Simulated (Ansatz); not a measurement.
# One shape, several levels: triplet C6H5F

We compute a comparison of 6 runs (UHF/3-21G, UHF/6-31G*, U-revPBE/6-31G*, UBHLYP/6-31G*, UMP2/6-31G*, UCCSD(T)/6-31G*) of triplet C6H5F. 

The results are computed with Ansatz 0.2.0.

38 further runs of the same task are left out: 38 set aside as unsound or not needed. Runs told in other sessions of the task aren't counted.

## Step 1: The system as given

C6H5F has 12 atoms, charge 0, and is taken as a triplet. SMILES of the parent species: `Fc1ccccc1`. The shape is that of a PBE0-D4/def2-TZVP optimisation. That shape belongs to the parent species and isn't relaxed for this state.

Bond lengths: F1–C2 1.340 Å, C2–C3 1.381 Å, C3–C4 1.387 Å, C4–C5 1.387 Å, C5–C6 1.387 Å, C2–C7 1.381 Å, C6–C7 1.387 Å, C3–H8 1.083 Å, C4–H9 1.084 Å, C5–H10 1.083 Å, C6–H11 1.084 Å, C7–H12 1.083 Å. Some angles: F1–C2–C3 118.9°, F1–C2–C7 118.9°, C3–C2–C7 122.3°, C2–C3–C4 118.5°, C3–C4–C5 120.5°, C4–C5–C6 119.8°, C5–C6–C7 120.5°, C2–C7–C6 118.5°, C2–C3–H8 119.6°, C4–C3–H8 121.9°.

## Step 2: The energy at UHF/3-21G (run 1)

run.yaml reads:

```yaml
crystal:
  periodic: [false, false, false]
  atoms:
    - {symbol: F, position_ang: [0.373400, -2.651880, -0.049000]}
    - {symbol: C, position_ang: [0.186660, -1.325620, -0.024490]}
    - {symbol: C, position_ang: [-0.745470, -0.799820, 0.848530]}
    - {symbol: C, position_ang: [-0.932320, 0.574350, 0.867240]}
    - {symbol: C, position_ang: [-0.196600, 1.396240, 0.025800]}
    - {symbol: C, position_ang: [0.733120, 0.840420, -0.841100]}
    - {symbol: C, position_ang: [0.932970, -0.531670, -0.873120]}
    - {symbol: H, position_ang: [-1.307140, -1.462390, 1.495210]}
    - {symbol: H, position_ang: [-1.659890, 1.003340, 1.546360]}
    - {symbol: H, position_ang: [-0.347620, 2.468730, 0.045610]}
    - {symbol: H, position_ang: [1.310500, 1.477900, -1.500520]}
    - {symbol: H, position_ang: [1.652380, -0.989580, -1.540520]}
basis:
  gaussian:
    orbitals: 3-21G.json
accuracy: high
hamiltonian:
  xc: hf
magnetization:
  spin_polarized: true
  initial_magnetization: 2
output: {orbitals: {seedname: orbitals}}
```

The basis set 3-21G is read from a file made from the Basis Set Exchange's data (not shown).

Command:

```bash
ansatz run run.yaml --threads 1 --pin off --max-ram 3480MiB --events-out events.jsonl --progress --plain --runs-dir runs
```

Standard output:

```text
Warning: RAYON_NUM_THREADS=1 ignored (pool sized by the plan → 1); use --threads N
Functional definition: HF
  name "HF"
  exchange = exact_x
  correlation = 0
1764 factors; integrals over basis functions are off by at most 8.4e-9 eV
mean field evaluation 1: about -8910.2729 eV, gradient 2.3e1 eV
mean field evaluation 2: about -8910.2550 eV, gradient 2.3e1 eV
mean field evaluation 4: about -8913.1916 eV, gradient 2.7e0 eV
mean field evaluation 8: about -8913.2474 eV, gradient 1.7e-1 eV
mean field evaluation 16: about -8913.2487 eV, gradient 6.3e-3 eV
mean field evaluation 32: about -8913.8283 eV, gradient 8.5e0 eV
mean field -8914.66583804 eV, -327.6079269705 hartree, gradient 2.2e-8 eV, S^2 2.342149; 2 other end points of the search recorded, 0 dependent functions left out
reference -8914.66583804 eV, -327.6079269705 hartree; 26, 24 occupied and 47, 49 virtual orbitals, 1764 factors
Total energy: -8914.66583804 eV, -327.6079269705 hartree
```

Run time: 4.8 s. Hardware: 1 thread of Intel Xeon 6975P-C (Granite Rapids), shared host; peak memory 0.27 GiB.

## Step 3: The energy at UHF/6-31G(d) (spherical functions) (run 2)

molecule.yaml reads:

```yaml
basis:
  gaussian:
    orbitals: 6-31G_st_-spherical.json
crystal:
  periodic: [false, false, false]
  atoms:
    - {symbol: F, position_ang: [0.373400, -2.651880, -0.049000]}
    - {symbol: C, position_ang: [0.186660, -1.325620, -0.024490]}
    - {symbol: C, position_ang: [-0.745470, -0.799820, 0.848530]}
    - {symbol: C, position_ang: [-0.932320, 0.574350, 0.867240]}
    - {symbol: C, position_ang: [-0.196600, 1.396240, 0.025800]}
    - {symbol: C, position_ang: [0.733120, 0.840420, -0.841100]}
    - {symbol: C, position_ang: [0.932970, -0.531670, -0.873120]}
    - {symbol: H, position_ang: [-1.307140, -1.462390, 1.495210]}
    - {symbol: H, position_ang: [-1.659890, 1.003340, 1.546360]}
    - {symbol: H, position_ang: [-0.347620, 2.468730, 0.045610]}
    - {symbol: H, position_ang: [1.310500, 1.477900, -1.500520]}
    - {symbol: H, position_ang: [1.652380, -0.989580, -1.540520]}
magnetization:
  spin_polarized: true
  initial_magnetization: 2
hamiltonian:
  xc: hf
accuracy: high
output: {orbitals: {seedname: orbitals}}
```

The basis set 6-31G* is read from a file made from the Basis Set Exchange's data (not shown).

Command:

```bash
ansatz run molecule.yaml --threads 1 --pin off --max-ram 3480MiB --events-out events.jsonl --progress --plain --runs-dir runs
```

Standard output:

```text
Warning: RAYON_NUM_THREADS=1 ignored (pool sized by the plan → 1); use --threads N
[... 4 set-up lines as earlier in the session ...]
2657 factors; integrals over basis functions are off by at most 3.4e-9 eV
mean field evaluation 1: about -8959.2244 eV, gradient 2.5e1 eV
mean field evaluation 2: about -8959.2317 eV, gradient 2.5e1 eV
mean field evaluation 4: about -8962.7990 eV, gradient 3.3e0 eV
mean field evaluation 8: about -8962.8761 eV, gradient 1.9e-1 eV
mean field evaluation 16: about -8962.8774 eV, gradient 5.4e-3 eV
mean field evaluation 32: about -8963.7601 eV, gradient 4.2e0 eV
mean field -8964.11491110 eV, -329.4251468876 hartree, gradient 1.8e-8 eV, S^2 2.340082; 2 other end points of the search recorded, 0 dependent functions left out
reference -8964.11491110 eV, -329.4251468876 hartree; 26, 24 occupied and 82, 84 virtual orbitals, 2657 factors
Total energy: -8964.11491110 eV, -329.4251468876 hartree
```

Wall time 14 s (1 thread of Intel Xeon 6975P-C (Granite Rapids), shared host); peak memory 0.51 GiB.

Runs 3 to 4 aren't shown in full; the table further down has their settings and results.

## Step 4: A single-point energy at UMP2/6-31G(d) (spherical functions) (run 5)

input.yaml reads:

```yaml
crystal:
  periodic: [false, false, false]
  atoms:
    - {symbol: F, position_ang: [0.373400, -2.651880, -0.049000]}
    - {symbol: C, position_ang: [0.186660, -1.325620, -0.024490]}
    - {symbol: C, position_ang: [-0.745470, -0.799820, 0.848530]}
    - {symbol: C, position_ang: [-0.932320, 0.574350, 0.867240]}
    - {symbol: C, position_ang: [-0.196600, 1.396240, 0.025800]}
    - {symbol: C, position_ang: [0.733120, 0.840420, -0.841100]}
    - {symbol: C, position_ang: [0.932970, -0.531670, -0.873120]}
    - {symbol: H, position_ang: [-1.307140, -1.462390, 1.495210]}
    - {symbol: H, position_ang: [-1.659890, 1.003340, 1.546360]}
    - {symbol: H, position_ang: [-0.347620, 2.468730, 0.045610]}
    - {symbol: H, position_ang: [1.310500, 1.477900, -1.500520]}
    - {symbol: H, position_ang: [1.652380, -0.989580, -1.540520]}
basis:
  gaussian:
    orbitals: 6-31G_st_-spherical.json
magnetization:
  spin_polarized: true
  initial_magnetization: 2
correlation:
  method: mp2
  frozen_orbitals: {C: 1, F: 1, H: 0}
accuracy: high
```

The basis set 6-31G* is read from a file made from the Basis Set Exchange's data (not shown).

Command:

```bash
ansatz run input.yaml --threads 1 --pin off --max-ram 3480MiB --events-out events.jsonl --progress --plain --runs-dir runs
```

Standard output:

```text
Warning: RAYON_NUM_THREADS=1 ignored (pool sized by the plan → 1); use --threads N
[... 4 set-up lines as earlier in the session ...]
2657 factors; integrals over basis functions are off by at most 3.4e-9 eV
mean field evaluation 1: about -8959.2244 eV, gradient 2.5e1 eV
mean field evaluation 2: about -8959.2317 eV, gradient 2.5e1 eV
mean field evaluation 4: about -8962.7990 eV, gradient 3.3e0 eV
mean field evaluation 8: about -8962.8761 eV, gradient 1.9e-1 eV
mean field evaluation 16: about -8962.8774 eV, gradient 5.4e-3 eV
mean field evaluation 32: about -8963.4038 eV, gradient 2.3e0 eV
mean field -8964.11491110 eV, -329.4251468876 hartree, gradient 2.5e-8 eV, S^2 2.340082; 2 other end points of the search recorded, 0 dependent functions left out
7 core orbitals not correlated: weight in the atoms' cores, before any rotation towards them, 1.000 or more for the frozen orbitals, at most 0.000 for the correlated occupied ones
reference -8964.11491110 eV, -329.4251468876 hartree; 19, 17 occupied and 82, 84 virtual orbitals, 2657 factors
second order -22.80814274 eV of doubles, -0.00000000 eV of singles
Total energy: -8986.92305384 eV, -330.2633306735 hartree
```

It took 13 s on 1 thread of Intel Xeon 6975P-C (Granite Rapids), shared host; peak memory 0.5 GiB.

## Step 5: The energy at UCCSD(T)/6-31G(d) (spherical functions) (run 6)

Changes to input.yaml since step 4:

```diff
@@ -16,10 +16,7 @@
 basis:
-  gaussian:
-    orbitals: 6-31G_st_-spherical.json
-magnetization:
-  spin_polarized: true
-  initial_magnetization: 2
-correlation:
-  method: mp2
-  frozen_orbitals: {C: 1, F: 1, H: 0}
+  gaussian: {orbitals: 6-31G_st_-spherical.json}
+total_charge: 0
+magnetization: {spin_polarized: true, initial_magnetization: 2}
+correlation: {method: ccsd_t, frozen_orbitals: {C: 1, F: 1, H: 0}}
 accuracy: high
+scf: {omitted_lower_state_checks: [cluster_reference, increment]}
```

The basis set 6-31G* is read from a file made from the Basis Set Exchange's data (not shown).

Command:

```bash
ansatz run input.yaml --threads 1 --pin off --max-ram 3480MiB --events-out events.jsonl --progress --plain --runs-dir runs
```

Standard output:

```text
Warning: RAYON_NUM_THREADS=1 ignored (pool sized by the plan → 1); use --threads N
[... 13 lines left out ...]
7 core orbitals not correlated: weight in the atoms' cores, before any rotation towards them, 1.000 or more for the frozen orbitals, at most 0.000 for the correlated occupied ones
[... 38 lines left out ...]
Total energy: -8989.79005399 eV, -330.3686909854 hartree
Checks for a lower state left out: cluster_reference, increment
```

Wall time 3.7 min (1 thread of Intel Xeon 6975P-C (Granite Rapids), shared host); peak memory 2.4 GiB.

## Step 6: All runs side by side

| run | level | frozen core orbitals | energy (Eh) | HOMO energy (eV) | ⟨S²⟩ | wall time |
| --- | --- | --- | --- | --- | --- | --- |
| 1 | UHF/3-21G | – | -327.607927 | -5.92 | 2.342 | 4.8 s |
| 2 | UHF/6-31G* (spherical functions) | – | -329.425147 | -5.80 | 2.340 | 14 s |
| 3 | U-revPBE/6-31G* (spherical functions) | – | -331.215832 | -1.39 | 2.022 | 22 s |
| 4 | UBHLYP/6-31G* (spherical functions) | – | -331.139030 | -3.49 | 2.105 | 18 s |
| 5 | UMP2/6-31G* (spherical functions) | 7 | -330.263331 | – | 2.340 | 13 s |
| 6 | UCCSD(T)/6-31G* (spherical functions) | 7 | -330.368691 | – | 2.340 | 3.7 min |

## Step 7: Summary of results

```
                                          quantity          value
                               run 6: total energy  -330.36869 Eh
run 6: correlation energy (7 core orbitals frozen)     -943.5 mEh
                             run 6: (T) correction     -33.77 mEh
          run 6: ⟨S²⟩ of the reference determinant          2.340
                              run 6: T1 diagnostic          0.028
```

Below the UHF energy at the same shape and in the same basis (6-31G*): UMP2 -838.2 mEh; UCCSD(T) -943.5 mEh. Totals of different functionals can't be ranked against each other. Spin contamination of the reference: run 1 ⟨S²⟩ = 2.34, run 5 ⟨S²⟩ = 2.34, run 6 ⟨S²⟩ = 2.34, run 2 ⟨S²⟩ = 2.34, run 4 ⟨S²⟩ = 2.11. All runs together took 4.9 min, the longest 3.7 min.
